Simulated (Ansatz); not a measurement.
C2H5NSi, SMILES C1=NC[SiH2]1, a geometry optimisation

Computed with the Python package of Ansatz (0.2.0).

Typed at the interpreter:
```pycon
>>> import itertools
>>> import warnings
>>> import ansatz
>>> from ase import Atoms
>>> from ase.data import atomic_numbers, covalent_radii
>>> import numpy as np
>>> warnings.simplefilter("ignore", ansatz.DeckWarning)
>>> atoms = Atoms(["C", "N", "C", "Si", "H", "H", "H", "H", "H"], positions=[
...     (-0.6649, 0.4428, -0.9334),
...     (0.5373, 0.7764, -1.0711),
...     (1.0448, 0.0877, 0.1203),
...     (-0.5592, -0.4686, 0.5595),
...     (-1.5273, 0.7792, -1.6325),
...     (1.7926, -0.6831, -0.1288),
...     (1.5712, 0.7853, 0.8399),
...     (-0.8613, -1.9235, 0.4136),
...     (-1.2446, 0.1574, 1.8153),
... ])
>>> c2h5nsi = ansatz.Crystal.molecule_from_ase(atoms)
>>> calculation = (
...     c2h5nsi.calculation()
...     .basis(gaussian="def2-SVP")
...     .functional("pbe0", dispersion="d4")
... )
>>> symbols = [site.symbol for site in c2h5nsi.cartesian_sites]
>>> start = np.array([site.position_ang for site in c2h5nsi.cartesian_sites], dtype=float)
>>> def progress(event):
...     if event["event"] == "relax_step":
...         row = event["data"]
...         print(f"step {row['step']:3d}  E = {row['lagrangian_ev']:.6f} eV  largest force component {row['allowed_force_max_ev_ang']:.4f} eV/A")
...
>>> report = calculation.relax(force_tolerance=0.01).session().plan().execute(on_event=progress).report
step   1  E = -11507.833222 eV  largest force component 5.1340 eV/A
step   2  E = -11508.434433 eV  largest force component 2.2140 eV/A
step   3  E = -11508.573279 eV  largest force component 0.5241 eV/A
step   4  E = -11508.564144 eV  largest force component 0.5037 eV/A
step   5  E = -11508.592435 eV  largest force component 0.1237 eV/A
step   6  E = -11508.594431 eV  largest force component 0.0518 eV/A
step   7  E = -11508.594544 eV  largest force component 0.0146 eV/A
step   8  E = -11508.594593 eV  largest force component 0.0013 eV/A
>>> end = np.array(report["positions_ang"])
>>> for key in ("converged", "free_energy_ev", "reference_energy_ev", "n_frozen", "n_occupied", "n_virtual"):
...     print(f"{key:22s} {report[key]}")
...
converged              True
free_energy_ev         -11508.594618080922
reference_energy_ev    -11508.447278111467
n_frozen               0
n_occupied             [19, 19]
n_virtual              [66, 66]
>>> # pairs closer than 1.2 times the sum of covalent radii, before or after
>>> radius = [covalent_radii[atomic_numbers[s]] for s in symbols]
>>> span = lambda where, i, j: np.linalg.norm(where[i] - where[j])
>>> bonded = [(i, j) for i, j in itertools.combinations(range(len(symbols)), 2) if min(span(start, i, j), span(end, i, j)) < 1.2 * (radius[i] + radius[j])]
>>> print("pair        before    after (A)")
pair        before    after (A)
>>> for i, j in bonded:
...     print(f"{symbols[i]}{i}-{symbols[j]}{j}".ljust(10), f"{span(start, i, j):8.4f} {span(end, i, j):8.4f}")
...
C0-N1        1.2552   1.2856
C0-Si3       1.7523   1.8854
C0-H4        1.1600   1.0995
N1-C2        1.4667   1.4818
C2-Si3       1.7536   1.9121
C2-H5        1.1024   1.1020
C2-H6        1.1321   1.1020
Si3-H7       1.4931   1.4967
Si3-H8       1.5616   1.4967
>>> charges = report["charge_distribution"]
>>> print("dipole moment", round(4.803205 * float(np.linalg.norm(charges["dipole_moment_e_ang"])), 3), "D")
dipole moment 1.681 D
>>> print("Mulliken:", [(s, round(q, 3)) for s, q in zip(symbols, charges["mulliken_charges_e"])])
Mulliken: [('C', -0.118), ('N', -0.237), ('C', -0.143), ('Si', 0.407), ('H', 0.055), ('H', 0.083), ('H', 0.083), ('H', -0.064), ('H', -0.065)]
```

Reading the output:
- Total energies depend on the basis set; only differences at equal settings carry meaning.
- The end point is the stationary point reached from this start; no frequency run checks that it is a minimum, and the basis set is modest.
- Total less reference energy is the dispersion correction.
- The whole script took 29 s on 1 thread of Arm Neoverse V1, on a shared host, peak memory 0.24 GiB.
